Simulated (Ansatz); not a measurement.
# Rh: the cost of one run

Method: DFT r2SCAN, scalar-relativistic, plane waves, PAW, in Ansatz 0.2.0.

2 further runs of the same task are left out: 2 set aside as unsound or not needed.

## Step 1: Starting point

It takes space group P6_3/mmc (No. 194, hexagonal). Conventional cell: a = 2.689 Å, b = 2.689 Å, c = 8.777 Å, α = 90.00°, β = 90.00°, γ = 120.00°. Rh (site symmetry -3m) is surrounded by 12 Rh at 2.69 Å. Around Rh (site symmetry -6m2) lie 12 Rh at 2.69 Å.

Structure file:

```cif
data_structure
_symmetry_space_group_name_H-M 'P 1'
_symmetry_Int_Tables_number 1
_cell_length_a 2.6888
_cell_length_b 2.6888
_cell_length_c 8.7774
_cell_angle_alpha 90.000
_cell_angle_beta 90.000
_cell_angle_gamma 120.000
_cell_volume 54.96
loop_
_atom_site_label
_atom_site_type_symbol
_atom_site_fract_x
_atom_site_fract_y
_atom_site_fract_z
_atom_site_occupancy
Rh1 Rh 0.00000 0.00000 0.00000 1
Rh2 Rh 0.33333 0.66667 0.25000 1
Rh3 Rh 0.00000 0.00000 0.50000 1
Rh4 Rh 0.66667 0.33333 0.75000 1
```

It goes back to an entry of the Materials Project, which need not be the stable form.

It is the result of an earlier relaxation at this level (volume 13.74 Å³/atom; gap on the mesh: none (metal)).

The unstrained cell comes from an earlier run at this level (4 atoms, E(σ→0) -25661.0046 eV, gap none (metal)).

## Step 2: At -1.0 %

input.yaml

```yaml
crystal:
  lattice:
    - [2.6619595818, 0.0, 0.0]
    - [-1.3309797909, 2.3053246216, 0.0]
    - [0.0, 0.0, 8.6896261663]
  atoms:
    - { symbol: Rh, position: [0.0, 0.0, 0.0] }
    - { symbol: Rh, position: [0.3333333333, 0.6666666667, 0.25] }
    - { symbol: Rh, position: [0.0, 0.0, 0.5] }
    - { symbol: Rh, position: [0.6666666667, 0.3333333333, 0.75] }
basis:
  ecutwfc: 500
kpoints:
  mp_grid: { grid: [24, 24, 6] }
hamiltonian:
  xc: r2scan
scf:
  occupations: { method: gaussian, width: 0.1 }
output:
  forces: true
  stress: true
  eigenvalues: true
```

Started as:

```bash
> ansatz run input.yaml --threads 1 --pin off --max-ram 2560MiB --backend cpu --events-out ev --progress --plain --runs-dir out
```

Q: Estimate wall time and peak memory on 1 thread of Intel Xeon at 2.50GHz (Skylake/Cascade Lake), shared host.

About 89 s, with a peak of 0.79 GiB.
